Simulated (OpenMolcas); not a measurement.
# Si⁺: CASSCF terms and fine-structure levels

Which level of Si⁺ lies lowest, and where do the others fall? The reference wave functions come first, then spin-orbit coupling.

Method: state-averaged CASSCF, spin-orbit coupling by RASSI with atomic mean-field integrals. Code: OpenMolcas 26.06.

4 further runs of the same task are left out: 2 that didn't finish, 2 set aside as unsound or not needed.

### 1 What is computed

```
Species                           : Si⁺ (silicon, Z = 14, 13 electrons)
Basis                             : ANO-R2 [5s4p3d1f], 39 functions
Scalar Hamiltonian                : X2C, finite nucleus
Inactive shells                   : 1s 2s 2p 3s
Active space                      : 1 electron in 3 orbitals (3p)
Some configurations of this space : 3s² 3p
Orbitals                          : optimised for each spin and parity, averaged over all roots
```

The outer shells:

3s2 3p
```
3s [↑↓]
3p [↑ ][  ][  ]
```

The work runs as a chain of OpenMolcas steps in one folder; each step below is one input file. Labels, J, g values, rates, χT and fits are worked out afterwards by a script from the matrices that RASSI stores.

### 2 One- and two-electron integrals

a.inp reads:

```
&GATEWAY
Coord
1

Si 0.0 0.0 0.0
Basis=ANO-R2
Group=XYZ
NoMove
AngMom=0.0 0.0 0.0
AMFI
&SEWARD
```

Run with:

```bash
$ OMP_NUM_THREADS=1 MOLCAS_MEM=2252 MOLCAS_PROJECT=a pymolcas a.inp > a.log
```

Output:

```text
Basis set label: SI.ANO-R...5S4P3D1F.

      Electronic valence basis set:
      ------------------
      Associated Effective Charge  14.000000 au
      Associated Actual Charge     14.000000 au
      Nuclear Model: Finite nucleus - Gaussian distribution
        Gaussian exponent, Xi/bohr**(-2):  4.34677E+08

      Shell  nPrim  nBasis  Cartesian Spherical Contaminant
         s      16       5        X
         p      11       4        X
         d       7       3                 X
         f       5       1                 X
                  Relativistic X2C integrals
                  Atomic mean-field integrals
```

### 3 A faulty input for the next step

a.inp reads:

```
&RASSCF
FileOrb=start.orb
Symmetry=2
Spin=3
nActEl=1 0 0
Inactive=3 3
Ras2=0 3
CIRoot=3 3 1
SDav=3
CIMx=300
Iter=55 100
PrWF=0.3
OrbListing=Nothing
MaxOrb=0
Atom
>>> COPY $Project.JobIph JOB001
```

The end of its output:

```text
--- RASSCF ---

 Nr of active orbitals     NAC=   3
 Spin degeneracy         ISPIN=   3
 There can be no such wave function.
 ************************************************
--- Stop Module: rasscf at  /rc=_RC_INPUT_ERROR_ ---
.####################.
.# User input error #.
.####################.
```

The cause: The spin multiplicity does not fit the number of active electrons: an even count needs an odd multiplicity and the reverse. The mended input follows.

### 4 CASSCF: doublets of odd parity, 3 roots

a.inp reads:

```
&RASSCF
FileOrb=start.orb
Symmetry=2
Spin=2
nActEl=1 0 0
Inactive=3 3
Ras2=0 3
CIRoot=3 3 1
SDav=3
CIMx=300
Iter=120 100
PrWF=0.3
OrbListing=Nothing
MaxOrb=0
Atom
>>> COPY $Project.JobIph JOB001
```

Run with:

```bash
$ OMP_NUM_THREADS=1 MOLCAS_MEM=2252 MOLCAS_PROJECT=a pymolcas a.inp > a.log
```

start.orb holds the contracted functions of the basis, ordered by shell, or the orbitals of the step before.

Output (excerpt; [...] marks lines left out):

```text
[...]
      Number of active orbitals                  3
[...]
      Spin quantum number                      0.5
[...]
      Active orbitals                            0   3
[...]
      Number of CSFs                             3
      Number of root(s) required                 3
[...]
      Convergence after  7 iterations
[...]
      Natural orbitals and occupation numbers for root  1
      sym 2:   1.000000   0.000000   0.000000
      Natural orbitals and occupation numbers for root  2
      sym 2:   0.000000   1.000000   0.000000
      Natural orbitals and occupation numbers for root  3
      sym 2:   0.000000   0.000000   1.000000
::    RASSCF root number  1 Total energy:   -289.17651128
::    RASSCF root number  2 Total energy:   -289.17651128
::    RASSCF root number  3 Total energy:   -289.17651128
```

### 5 State interaction with spin-orbit coupling

a.inp reads:

```
&RASSI
NrOfJobIphs=1 3
1 2 3
IphNames
JOB001
EJob
SpinOrbit
DIPRint=1.0
SOCoupling=1000.0
Subsets=2
MEES
Property=10
'ANGMOM' 1 'ANGMOM' 2 'ANGMOM' 3 'MLTPL  1' 1 'MLTPL  1' 2 'MLTPL  1' 3
'AMFI' 1 'AMFI' 2 'AMFI' 3 'MLTPL  2' 6
SOProperty=3
'ANGMOM' 1 'ANGMOM' 2 'ANGMOM' 3
```

Output:

```text
SPIN-FREE ENERGIES:
  (Shifted by EMIN (a.u.) =       -289.1765112788)

 SF State       Relative EMIN(au)   Rel lowest level(eV)    D:o, cm**(-1)      L_eff

     1             0.0000000000        0.0000000000              0.0000         1.0
     2             0.0000000000        0.0000000000              0.0000         1.0
     3             0.0000000000        0.0000000000              0.0000         1.0
     Dipole printing threshold changed to   1.00000000E+00
Eigenvalues of complex Hamiltonian:
   -----------------------------------
  (Shifted by EMIN (a.u.) =       -289.1765112788)

 SO State       Relative EMIN(au)   Rel lowest level(eV)    D:o, cm**(-1)     J-value

     1            -0.0007679069        0.0000000000              0.0000         0.4
     2            -0.0007679069        0.0000000000              0.0000         0.4
     3             0.0003839534        0.0313437152            252.8041         1.4
     4             0.0003839534        0.0313437152            252.8041         1.4
     5             0.0003839534        0.0313437152            252.8041         0.8
     6             0.0003839534        0.0313437152            252.8041         0.8
Weights of the five most important spin-orbit-free states for each spin-orbit state.

 SO State  Total energy (au)           Spin-free states, spin, and weights
 -------------------------------------------------------------------------------------------------------
    1        -0.000768       2 0.5  0.3333    1 0.5  0.3333    3 0.5  0.3333
    2        -0.000768       2 0.5  0.3333    1 0.5  0.3333    3 0.5  0.3333
    3         0.000384       3 0.5  0.6667    2 0.5  0.1667    1 0.5  0.1667
    4         0.000384       3 0.5  0.6667    2 0.5  0.1667    1 0.5  0.1667
    5         0.000384       2 0.5  0.5000    1 0.5  0.5000    3 0.5  0.0000
    6         0.000384       2 0.5  0.5000    1 0.5  0.5000    3 0.5  0.0000
 -------------------------------------------------------------------------------------------------------
```

Time for these steps: 1.1 s (1 thread, shared host).

The roots that group into whole terms:

```tsv
configuration	term	E (eV)
3s² 3p	²P°	0.0000
```

Fine-structure levels, from the RASSI matrices grouped by J:

| Configuration | Term | J | E (eV) | Leading % |
| --- | --- | --- | --- | --- |
| 3s² 3p | ²P° | 1/2 | 0.0000 | 100 |
| 3s² 3p | ²P° | 3/2 | 0.0313 | 100 |

### 6 Summary of results

| quantity | value |
| --- | --- |
| method | CASSCF |
| lowest level | 3s² 3p ²P°_1/2, 100 % of that term, g = 0.666 |
| ground level listed by NIST | 2P°1/2 |
| first excited level | 3s² 3p ²P°_3/2 at 0.0313 eV |
| spin-orbit lowering of the lowest level | 0.0209 eV |

What this shows: The multiplet ²P° is regular. Only the configurations of the active space and the roots asked for are present. Levels of other configurations are missing from the list.
